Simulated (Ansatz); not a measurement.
**C2H7Ga (SMILES [CH3][GaH][CH3]) at PBE-QIDH/def2-SVP**

What is the energy change on altering one bond length of C2H7Ga at PBE-QIDH/def2-SVP? 

Program for the calculation: Ansatz 0.2.0.

47 further runs of the same task are left out: 1 that didn't finish, 46 set aside as unsound or not needed.

### Step 1. The system as given

The species is C2H7Ga (10 atoms), meant as a singlet with charge 0. SMILES: `[CH3][GaH][CH3]`. The shape is that of a PBE0-D4/def2-TZVP optimisation.

Bond lengths: C1–Ga2 1.971 Å, Ga2–C3 1.971 Å, C1–H4 1.096 Å, C1–H5 1.091 Å, C1–H6 1.092 Å, Ga2–H7 1.579 Å, C3–H8 1.096 Å, C3–H9 1.091 Å, C3–H10 1.092 Å. Some angles: C1–Ga2–C3 120.1°, C1–Ga2–H7 120.0°, C3–Ga2–H7 119.9°, Ga2–C1–H4 109.0°, Ga2–C1–H5 112.5°, Ga2–C1–H6 111.5°, Ga2–C3–H8 109.0°, Ga2–C3–H9 112.5°, Ga2–C3–H10 111.5°, H4–C1–H5 107.5°.

### Step 2. The energy at PBE-QIDH/def2-SVP

Input file run.yaml:

```yaml
crystal:
  periodic: [false, false, false]
  atoms:
    - {symbol: C, position_ang: [-1.063400, 1.142800, -0.711800]}
    - {symbol: Ga, position_ang: [0.649000, 0.266100, -0.281300]}
    - {symbol: C, position_ang: [0.681500, -1.321500, 0.886900]}
    - {symbol: H, position_ang: [-1.533700, 0.614200, -1.548200]}
    - {symbol: H, position_ang: [-0.935400, 2.183800, -1.011500]}
    - {symbol: H, position_ang: [-1.759700, 1.095200, 0.128600]}
    - {symbol: H, position_ang: [1.997300, 0.836500, -0.872600]}
    - {symbol: H, position_ang: [0.687700, -0.994000, 1.932300]}
    - {symbol: H, position_ang: [1.569300, -1.935900, 0.730500]}
    - {symbol: H, position_ang: [-0.209600, -1.938300, 0.750100]}
basis:
  gaussian:
    orbitals: def2-SVP
accuracy: high
hamiltonian:
  xc: {name: PBE-QIDH}
output:
  orbitals: {seedname: orbitals}
correlation:
  frozen_orbitals: {C: 1, Ga: 9, H: 0}
```

Started as:

```
$ ansatz run run.yaml --threads 1 --pin off --max-ram 3480MiB --events-out events.jsonl --progress --plain --runs-dir runs
```

The program printed:

```text
Warning: RAYON_NUM_THREADS=1 ignored (pool sized by the plan → 1); use --threads N
Functional definition: PBE-QIDH
  name "PBE-QIDH"
  parameter a = 3^(-1/3)
  parameter c = 1/3
  exchange = (1 - a)*pbe_x + a*exact_x
  correlation = (1 - c)*pbe_c + c*(mp2_os + mp2_ss)
2192 factors; integrals over basis functions are off by at most 7.9e-9 eV
mean field evaluation 1: about -54528.9106 eV, gradient 3.9e1 eV
mean field evaluation 2: about -54528.9425 eV, gradient 3.9e1 eV
mean field evaluation 4: about -54532.6649 eV, gradient 2.6e0 eV
mean field evaluation 8: about -54532.6798 eV, gradient 2.2e-2 eV
mean field evaluation 16: about -54532.6798 eV, gradient 4.6e-6 eV
mean field -54532.67981757 eV, -2004.0390197177 hartree, gradient 4.7e-8 eV, S^2 0.000000; 0 other end points of the search recorded, 0 dependent functions left out
11 core orbitals not correlated: weight in the atoms' cores, before any rotation towards them, 1.000 or more for the frozen orbitals, at most 0.000 for the correlated occupied ones
reference -54532.67981868 eV, -2004.0390197587 hartree; 14, 14 occupied and 70, 70 virtual orbitals, 2192 factors
second order -15.82337137 eV of doubles, -0.00000000 eV of singles
Total energy: -54537.95427581 eV, -2004.2328524828 hartree
```

Run time: 13 s. Hardware: 1 thread of Arm Neoverse V1, shared host; peak memory 0.34 GiB.

### Step 3. The distorted shape, same level

Input file run.yaml:

```yaml
crystal:
  periodic: [false, false, false]
  atoms:
    - symbol: C
      position_ang: [-0.828242, 1.407109, -0.293585]
    - symbol: Ga
      position_ang: [0.884158, 0.530409, 0.136915]
    - symbol: C
      position_ang: [0.916658, -1.057191, 1.305115]
    - symbol: H
      position_ang: [-1.533700, 0.614200, -1.548200]
    - symbol: H
      position_ang: [-0.700242, 2.448109, -0.593285]
    - symbol: H
      position_ang: [-1.524542, 1.359509, 0.546815]
    - symbol: H
      position_ang: [2.232458, 1.100809, -0.454385]
    - symbol: H
      position_ang: [0.922858, -0.729691, 2.350515]
    - symbol: H
      position_ang: [1.804458, -1.671591, 1.148715]
    - symbol: H
      position_ang: [0.025558, -1.673991, 1.168315]
basis:
  gaussian:
    orbitals: def2-SVP
hamiltonian:
  xc: {name: PBE-QIDH}
correlation:
  frozen_orbitals: {C: 1, Ga: 9, H: 0}
accuracy: high
output: {orbitals: {seedname: orbitals}}
```

Started as:

```
$ ansatz run run.yaml --threads 1 --pin off --max-ram 3480MiB --events-out events.jsonl --progress --plain --runs-dir runs
```

The program printed, shortened:

```text
Warning: RAYON_NUM_THREADS=1 ignored (pool sized by the plan → 1); use --threads N
[... 2 set-up lines as earlier in the session ...]
[...]
2186 factors; integrals over basis functions are off by at most 7.9e-9 eV
[...]
mean field -54530.49798491 eV, -2003.9588388463 hartree, gradient 5.4e-8 eV, S^2 0.000000; 0 other end points of the search recorded, 0 dependent functions left out
11 core orbitals not correlated: weight in the atoms' cores, before any rotation towards them, 1.000 or more for the frozen orbitals, at most 0.000 for the correlated occupied ones
reference -54530.49798605 eV, -2003.9588388881 hartree; 14, 14 occupied and 70, 70 virtual orbitals, 2186 factors
second order -16.03726657 eV of doubles, -0.00000000 eV of singles
Total energy: -54535.84374157 eV, -2004.1552917801 hartree
```

Wall time 13 s (1 thread of Arm Neoverse V1, shared host); peak memory 0.34 GiB.

### Step 4. What came out

At PBE-QIDH/def2-SVP, 11 core orbitals frozen:

```
                                                         quantity           value
                                        first shape: total energy  -2004.23285 Eh
                   first shape: HOMO energy (SCF part's orbitals)        -9.60 eV
                   first shape: LUMO energy (SCF part's orbitals)         0.66 eV
                 first shape: HOMO–LUMO gap (SCF part's orbitals)        10.27 eV
                                    distorted shape: total energy  -2004.15529 Eh
               distorted shape: HOMO energy (SCF part's orbitals)        -9.65 eV
               distorted shape: LUMO energy (SCF part's orbitals)         0.38 eV
             distorted shape: HOMO–LUMO gap (SCF part's orbitals)        10.03 eV
energy change with the C1–H4 bond stretched from 1.096 to 1.643 Å        2.111 eV
```

**Reading.** With the C1–H4 bond stretched from 1.096 to 1.643 Å the energy rises by 2.11 eV (204 kJ/mol). The first shape isn't relaxed at this level, so the change isn't measured from a minimum.
